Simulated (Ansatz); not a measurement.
# SiN2H4F (SMILES N[Si](N)F) at UPBE/def2-SVPD

What is the vertical electron affinity of SiN2H4F at UPBE/def2-SVPD? 

The results are computed with Ansatz 0.2.0.

37 further runs of the same task are left out: 37 set aside as unsound or not needed.

## Step 1: The system as given

The species is SiN2H4F (8 atoms), meant as a doublet with charge 0. SMILES: `N[Si](N)F`. Geometry: relaxed at PBE0-D4/def2-TZVP. This is one conformer, not always the lowest.

Bond lengths: N1–Si2 1.712 Å, Si2–N3 1.701 Å, Si2–F4 1.611 Å, N1–H5 1.008 Å, N1–H6 1.008 Å, N3–H7 1.005 Å, N3–H8 1.009 Å. Angles: N1–Si2–N3 106.6°, N1–Si2–F4 103.4°, N3–Si2–F4 115.9°, Si2–N1–H5 119.3°, Si2–N1–H6 119.1°, Si2–N3–H7 121.7°, Si2–N3–H8 121.3°, H5–N1–H6 111.5°, H7–N3–H8 112.7°.

## Step 2: A single-point energy at UPBE/def2-SVPD

Contents of in.yaml:

```yaml
basis:
  gaussian: {orbitals: def2-SVPD}
crystal:
  periodic: [false, false, false]
  atoms:
    - {symbol: N, position_ang: [-0.814900, 1.031500, -0.359900]}
    - {symbol: Si, position_ang: [0.517200, -0.020700, -0.581300]}
    - {symbol: N, position_ang: [0.780300, -0.793300, 0.910700]}
    - {symbol: F, position_ang: [0.045300, -0.971200, -1.794000]}
    - {symbol: H, position_ang: [-1.331700, 1.348900, -1.165000]}
    - {symbol: H, position_ang: [-0.763800, 1.744700, 0.350200]}
    - {symbol: H, position_ang: [1.648600, -1.254800, 1.120500]}
    - {symbol: H, position_ang: [0.011100, -1.142300, 1.463200]}
magnetization: {spin_polarized: true, initial_magnetization: 1}
hamiltonian: {xc: pbe}
accuracy: high
output: {orbitals: {seedname: orbitals}}
```

Launch:

```bash
$ ansatz run in.yaml --threads 1 --pin off --max-ram 3480MiB --events-out events.jsonl --progress --plain --runs-dir runs
```

Output:

```text
Warning: RAYON_NUM_THREADS=1 ignored (pool sized by the plan → 1); use --threads N
Functional definition: PBE
  name "PBE"
  parameter kappa = 0.804
  parameter beta = 0.06672455060314922
  exchange = pbe_x(kappa = kappa, mu = beta*pi^2/3)
  correlation = pbe_c(beta = beta)
2421 factors; integrals over basis functions are off by at most 3.4e-9 eV
mean field evaluation 1: about -13609.8126 eV, gradient 6.3e1 eV
mean field evaluation 2: about -13554.9754 eV, gradient 1.2e2 eV
mean field evaluation 4: about -13624.4195 eV, gradient 1.4e1 eV
mean field evaluation 8: about -13625.1052 eV, gradient 2.5e-1 eV
mean field evaluation 16: about -13625.1055 eV, gradient 2.1e-5 eV
mean field -13625.10547695 eV, -500.7133908497 hartree, gradient 4.8e-8 eV, S^2 0.751555; 0 other end points of the search recorded, 0 dependent functions left out
reference -13625.10548095 eV, -500.7133909968 hartree; 21, 20 occupied and 98, 99 virtual orbitals, 2421 factors
Total energy: -13625.10548095 eV, -500.7133909968 hartree
```

Wall time 14 s (1 thread of Arm Neoverse V1, shared host); peak memory 0.41 GiB.

## Step 3: The singlet anion, same level

Contents of input.yaml:

```yaml
crystal:
  periodic: [false, false, false]
  atoms:
    - symbol: "N"
      position_ang: [-0.814900, 1.031500, -0.359900]
    - symbol: Si
      position_ang: [0.517200, -0.020700, -0.581300]
    - symbol: "N"
      position_ang: [0.780300, -0.793300, 0.910700]
    - symbol: F
      position_ang: [0.045300, -0.971200, -1.794000]
    - symbol: H
      position_ang: [-1.331700, 1.348900, -1.165000]
    - symbol: H
      position_ang: [-0.763800, 1.744700, 0.350200]
    - symbol: H
      position_ang: [1.648600, -1.254800, 1.120500]
    - symbol: H
      position_ang: [0.011100, -1.142300, 1.463200]
basis:
  gaussian:
    orbitals: def2-SVPD
output: {orbitals: {seedname: orbitals}}
accuracy: high
hamiltonian:
  xc: {name: PBE}
total_charge: -1
```

Launch:

```bash
$ ansatz run input.yaml --threads 1 --pin off --max-ram 3480MiB --events-out events.jsonl --progress --plain --runs-dir runs
```

Output, shortened:

```text
Warning: RAYON_NUM_THREADS=1 ignored (pool sized by the plan → 1); use --threads N
[... 6 set-up lines as earlier in the session ...]
2422 factors; integrals over basis functions are off by at most 3.4e-9 eV
mean field evaluation 1: about -13618.2648 eV, gradient 5.9e1 eV
mean field evaluation 2: about -13588.0946 eV, gradient 1.2e2 eV
mean field evaluation 4: about -13625.1971 eV, gradient 8.6e0 eV
mean field evaluation 8: about -13625.3817 eV, gradient 5.7e-1 eV
mean field evaluation 16: about -13625.3824 eV, gradient 5.7e-5 eV
mean field -13625.38243432 eV, -500.7235688454 hartree, gradient 4.4e-8 eV, S^2 0.000000; 0 other end points of the search recorded, 0 dependent functions left out
reference -13625.38243777 eV, -500.7235689720 hartree; 21, 21 occupied and 98, 98 virtual orbitals, 2422 factors
Total energy: -13625.38243777 eV, -500.7235689720 hartree
```

Run time: 9.9 s. Hardware: 1 thread of Arm Neoverse V1, shared host; peak memory 0.35 GiB.

## Step 4: What came out

Level: UPBE/def2-SVPD.

| quantity | value |
| --- | --- |
| doublet SiN2H4F: total energy | -500.71339 Eh |
| doublet SiN2H4F: HOMO energy (highest over α and β) | -4.50 eV |
| doublet SiN2H4F: LUMO energy (lowest over α and β) | -2.74 eV |
| doublet SiN2H4F: ⟨S²⟩ | 0.752 |
| singlet anion: total energy | -500.72357 Eh |
| singlet anion: HOMO energy | 2.08 eV |
| singlet anion: LUMO energy | 4.13 eV |
| singlet anion: HOMO–LUMO gap (to an unbound level, set by the basis) | 2.05 eV |
| vertical electron affinity (to the singlet anion) | 0.277 eV |

**Reading.** At fixed nuclei the extra electron is bound by 0.28 eV (26.7 kJ/mol). The HOMO (singlet anion) lies at positive energy, 2.08 eV, as semi-local functionals often give for anions; only total energies tell whether the electron is bound.
